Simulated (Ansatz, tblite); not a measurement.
# The cluster Li₆N₂−: rung by rung

Aim: run the doublet of the cluster Li₆N₂− at one geometry on many levels, and compare frontier levels, spin and run time.

Program: Ansatz 0.2.0, Gaussian basis. Level of theory: as each input shows. These are calculated values, not measurements.

The runs, in order: GFN1-xTB, GFN2-xTB, PBE-D4/def2-TZVPD, r2SCAN-D4/def2-TZVPD, B97M-V/def2-TZVPD, PBE-QIDH/def2-TZVPD, CAM-B3LYP-D4/def2-TZVPD, revPBE-D4/def2-TZVPD, BHLYP-D4/def2-TZVPD, LDA/def2-TZVPD, B3LYP-D4/def2-TZVPD, PBE-D4/def2-SVPD, PBE0-D4/def2-SVPD, HF/STO-3G, CCSD(T)/def2-SVPD, MP2/def2-TZVPD, RPA/def2-TZVPD.

## 1. The relaxed structure

The geometry is that of the doublet, from an earlier relaxation (PBE-D4/def2-TZVPD). At that level it is the lowest of the isomers that a small search found.

8 atoms, charge -1, spin multiplicity 2.

Bond lengths: Li1–N8 1.777 Å, Li2–N7 1.776 Å, Li3–N7 1.911 Å, Li3–N8 1.911 Å, Li4–N7 1.760 Å, Li5–N7 1.910 Å, Li5–N8 1.911 Å, Li6–N8 1.759 Å. Angles: N7–Li3–N8 107.7°, N7–Li5–N8 107.7°, Li2–N7–Li3 104.0°, Li2–N7–Li4 115.2°, Li2–N7–Li5 104.1°, Li3–N7–Li4 126.5°, Li3–N7–Li5 70.7°, Li4–N7–Li5 127.5°, Li1–N8–Li3 102.5°, Li1–N8–Li5 102.5°, Li1–N8–Li6 116.0°, Li3–N8–Li5 70.6°, Li3–N8–Li6 128.4°, Li5–N8–Li6 127.2°.

The ion is computed in the gas phase, without counter-ions or solvent.

PBE0-D4/def2-TZVPD was run before; its log isn't repeated, and its numbers join the tables.

## 2. GFN1-xTB

Tight binding, by tblite at 300 K electronic temperature and without a spin-polarisation term:

```python
tblite.interface.Calculator('GFN1-xTB', numbers, positions, charge=-1, uhf=1).singlepoint()
```

Energy -237.7311 eV; 0.004 s.

## 3. GFN2-xTB

Tight binding, by tblite at 300 K electronic temperature and without a spin-polarisation term:

```python
tblite.interface.Calculator('GFN2-xTB', numbers, positions, charge=-1, uhf=1).singlepoint()
```

Energy -202.7483 eV; 0.009 s.

## 4. PBE-D4/def2-TZVPD

start.molden holds the orbitals of an earlier run on this state, given as this run's starting guess.

The input, in.yaml:

```yaml
crystal:
  periodic: [false, false, false]
  atoms:
    - {symbol: Li, position_ang: [-0.058254, 1.567711, -1.815377]}
    - {symbol: Li, position_ang: [2.152537, -0.964838, -0.579855]}
    - {symbol: Li, position_ang: [0.272384, 0.682731, 0.902586]}
    - {symbol: Li, position_ang: [1.141214, -2.324578, 1.878805]}
    - {symbol: Li, position_ang: [-0.743015, -0.818641, -0.361409]}
    - {symbol: Li, position_ang: [-2.580430, 1.905294, -0.230179]}
    - {symbol: N, position_ang: [0.861578, -1.115156, 0.630994]}
    - {symbol: N, position_ang: [-1.046023, 1.067457, -0.425564]}
basis:
  gaussian: {orbitals: def2-TZVPD, initial_orbitals: start.molden}
total_charge: -1
magnetization: {spin_polarized: true, initial_magnetization: 1}
hamiltonian: {xc: pbe, dispersion: d4}
scf: {omitted_lower_state_checks: [starts]}
output: {orbitals: {seedname: orbitals}}
```

Command:

```console
$ ansatz run in.yaml --threads 4 --pin off --events-out ev --progress --plain --max-ram 3916MiB
```

After this run come: r2SCAN-D4/def2-TZVPD; B97M-V/def2-TZVPD; PBE-QIDH/def2-TZVPD; CAM-B3LYP-D4/def2-TZVPD; revPBE-D4/def2-TZVPD; BHLYP-D4/def2-TZVPD; LDA/def2-TZVPD; B3LYP-D4/def2-TZVPD; PBE-D4/def2-SVPD; PBE0-D4/def2-SVPD; HF/STO-3G; CCSD(T)/def2-SVPD; MP2/def2-TZVPD; RPA/def2-TZVPD.

Before running them: what should the planned runs give, taken together? Wanted: gap in def2-TZVPD, named functionals, smallest and largest; correlation energy, CCSD(T)/def2-SVPD; correlation energy, MP2/def2-TZVPD; ⟨S²⟩ in def2-TZVPD, named functionals, smallest and largest; PBE0 total energy, smallest basis above largest.

**Answer**, as computed:

| quantity | value |
| --- | --- |
| gap in def2-TZVPD, named functionals, smallest and largest | 0.32 eV (LDA), 1.81 eV (BHLYP-D4) |
| correlation energy, CCSD(T)/def2-SVPD | -13.11 eV |
| correlation energy, MP2/def2-TZVPD | -16.62 eV |
| ⟨S²⟩ in def2-TZVPD, named functionals, smallest and largest | 0.769, 1.674 |
| PBE0 total energy, smallest basis above largest | 4.05 eV (def2-SVPD, def2-TZVPD) |

Over the named functionals in def2-TZVPD the gap runs from 0.32 eV (LDA) to 1.81 eV (BHLYP-D4); exact exchange widens it. B97M-V leaves an empty level below a filled one, so this occupation isn't an aufbau state there; left out of the range. Over the named functionals in def2-TZVPD spin contamination reaches 0.92 (BHLYP-D4), so some levels may describe another state. LDA, PBE-D4, revPBE-D4, r2SCAN-D4, B3LYP-D4, PBE0-D4, CAM-B3LYP-D4 put the HOMO above zero; others here keep it below zero, so the sign hangs on the functional's self-interaction and doesn't show that the species is unbound. Notes on CCSD(T)/def2-SVPD: large T1 diagnostic, spin contamination, state flagged by the program.
